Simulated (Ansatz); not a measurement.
# BiTe: equation of state with PBEsol

BiTe:

```
Bi Te
1.0
     0.00000    3.23500    3.23500
     3.23500    0.00000    3.23500
     3.23500    3.23500    0.00000
Bi Te
1 1
Direct
  0.00000 0.00000 0.00000
  0.50000 0.50000 0.50000
```

| Property | Result |
| --- | --- |
| Program | Ansatz 0.2.0 |
| Task | equation of state |
| Functional | PBEsol |
| Potentials or basis | all-electron LAPW, scalar-relativistic |
| Basis error allowed | 0.0005 eV/atom |
| k mesh | 7 × 7 × 7 |
| Occupations | fermi-dirac, width 0.05 eV |
| Spin | no spin polarisation |

```
Equilibrium volume                      : 32.82 Å³/atom
Bulk modulus                            : 53 GPa
Pressure derivative of the bulk modulus : 4.4
```

Energy against volume, from the lowest point:
```tsv
volume (Å³/atom)	energy (meV/atom)
31.824	4.78
32.501	0.00
33.178	0.09
33.855	4.55
34.532	12.91
35.209	24.77
35.886	39.73
```

All runs of the series together: 66 s on 1 thread of Arm Neoverse V2, on a shared host.
